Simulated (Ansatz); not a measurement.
# H6N2OSi: how energies converge with the basis set

One table from this session's results is given with a row withheld; the runs are named, their logs left out.

Method: one geometry, several basis sets; program: Ansatz 0.2.0, Gaussian basis.

The runs, in order: PBE0-D4/def2-SVP; ωB97M-V/def2-SVP; PBE0-D4/def2-QZVPP; ωB97M-V/def2-QZVPP; CCSD(T)/cc-pV(D+d)Z; CCSD(T)/cc-pV(T+d)Z; CCSD(T)/cc-pV(Q+d)Z; the functionals' def2-TZVPP values are taken from earlier runs.

## The geometry

The geometry comes from an earlier relaxation with PBE0-D4 in a triple-zeta def2 set; it is a stationary point, not always the lowest conformer.

SMILES `N[SiH](N)O`, 10 atoms, charge 0, spin multiplicity 1.

Atoms are counted from 1 here; the program's logs count them from 0.

Bond lengths: N1–Si2 1.713 Å, N1–H5 1.007 Å, N1–H6 1.007 Å, Si2–N3 1.706 Å, Si2–O4 1.648 Å, Si2–H7 1.482 Å, N3–H8 1.007 Å, N3–H9 1.006 Å, O4–H10 0.959 Å. Angles: Si2–N1–H5 119.8°, Si2–N1–H6 119.6°, H5–N1–H6 111.3°, N1–Si2–N3 104.7°, N1–Si2–O4 106.6°, N1–Si2–H7 118.9°, N3–Si2–O4 119.3°, N3–Si2–H7 106.1°, O4–Si2–H7 102.2°, Si2–N3–H8 121.6°, Si2–N3–H9 120.9°, H8–N3–H9 111.9°, Si2–O4–H10 116.3°.

The first run:

The input, in.yaml:

```yaml
crystal:
  periodic: [false, false, false]
  atoms:
    - {symbol: N, position_ang: [-0.775535, 1.215480, -0.137810]}
    - {symbol: Si, position_ang: [0.492311, 0.085704, 0.087115]}
    - {symbol: N, position_ang: [-0.248621, -1.249752, 0.847387]}
    - {symbol: O, position_ang: [1.206673, -0.118292, -1.384198]}
    - {symbol: H, position_ang: [-0.620723, 2.036293, -0.700217]}
    - {symbol: H, position_ang: [-1.413152, 1.405270, 0.618246]}
    - {symbol: H, position_ang: [1.642698, 0.459522, 0.943974]}
    - {symbol: H, position_ang: [-1.123508, -1.625046, 0.519727]}
    - {symbol: H, position_ang: [0.302266, -1.942947, 1.325325]}
    - {symbol: H, position_ang: [0.620792, -0.317431, -2.116650]}
basis:
  gaussian: {orbitals: def2-SVP}
hamiltonian: {xc: pbe0, dispersion: d4}
output: {orbitals: {seedname: orbitals}}
```

The run is started by

```sh
ansatz run in.yaml --threads 2 --pin off --events-out ev --progress --plain --max-ram 32768MiB --backend cpu
```

Steps of the session up to this table: PBE0-D4 in def2-SVP; ωB97M-V in def2-SVP; PBE0-D4 in def2-QZVPP; ωB97M-V in def2-QZVPP.

One of the session's tables, all rows but one given; the rest of the session is left out.

```
functional       basis  HOMO (eV)  LUMO (eV)
   PBE0-D4    def2-SVP      -7.10       1.69
   PBE0-D4  def2-TZVPP      -7.42       0.91
   PBE0-D4  def2-QZVPP      -7.49       0.46
   ωB97M-V    def2-SVP      -9.50       3.30
   ωB97M-V  def2-TZVPP      -9.83       2.29
   ωB97M-V  def2-QZVPP          ?          ?
```

Estimate the missing values for ωB97M-V, def2-QZVPP.

**Answer.** HOMO (eV): -9.89; LUMO (eV): 1.62. In the column «HOMO (eV)» it is the lowest.
